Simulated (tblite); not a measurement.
# C6H11NOSi: the cost of one run

The runs use tblite 0.8.0 and PySCF 2.14.0, with density-fitted response routines of our own; the level of theory stands in each step. All values are computed, except where a source is named. Atoms are numbered from 0 throughout.

**1. The molecule as given**

20 atoms, charge 0, multiplicity 1; geometry from: force field or distance geometry start.

Bonds of the start (Å): C0–C1 1.31, C1–Si2 1.87, Si2–N3 1.74, N3–C4 1.44, C4–C5 1.50, C5–C6 1.53, Si2–O7 1.75, O7–C8 1.37, C8–C0 1.45, C6–C4 1.52, C0–H9 1.12, C1–H10 1.09, Si2–H11 1.45, N3–H12 1.02, C4–H13 1.09, C5–H14 1.11, C5–H15 1.09, C6–H16 1.12, C6–H17 1.09, C8–H18 1.13, C8–H19 1.13.

**2. Relaxing the molecule with GFN2-xTB**

What the job is given:

```
{"job": {"kind": "relax", "xc": "GFN2-xTB", "basis": "xTB"}, "charge": 0, "multiplicity": 1}
C     -2.818200    -0.520400     0.266900
C     -1.704800    -1.183200     0.073700
Si    -0.663600    -0.112500    -1.047500
N      0.553400     0.820500    -0.224700
C      1.635400     0.062700     0.348800
C      2.533200    -0.782600    -0.506900
C      3.017600     0.582600    -0.013500
O     -2.038300     0.896000    -1.456100
C     -2.911800     0.752200    -0.412800
H     -3.634000    -0.934400     0.913600
H     -1.405000    -2.150800     0.481500
H     -0.259900    -0.816900    -2.245100
H      0.805800     1.677400    -0.711100
H      1.518900    -0.245800     1.385500
H      2.969700    -1.645400     0.030700
H      2.392300    -0.847900    -1.581000
H      3.794400     0.611700     0.788100
H      3.076000     1.409200    -0.721100
H     -2.925000     1.640600     0.278100
H     -3.941300     0.797800    -0.879200
```

Started as:

```sh
$ OMP_NUM_THREADS=1 python probes_run.py task.json out
```

One launch serves the whole session: the jobs run in the order shown.

Q: Estimate the wall time and peak memory of this first job on 1 thread of Arm Neoverse N1, shared host.

About 2.5 s, with a peak of 0.18 GiB.
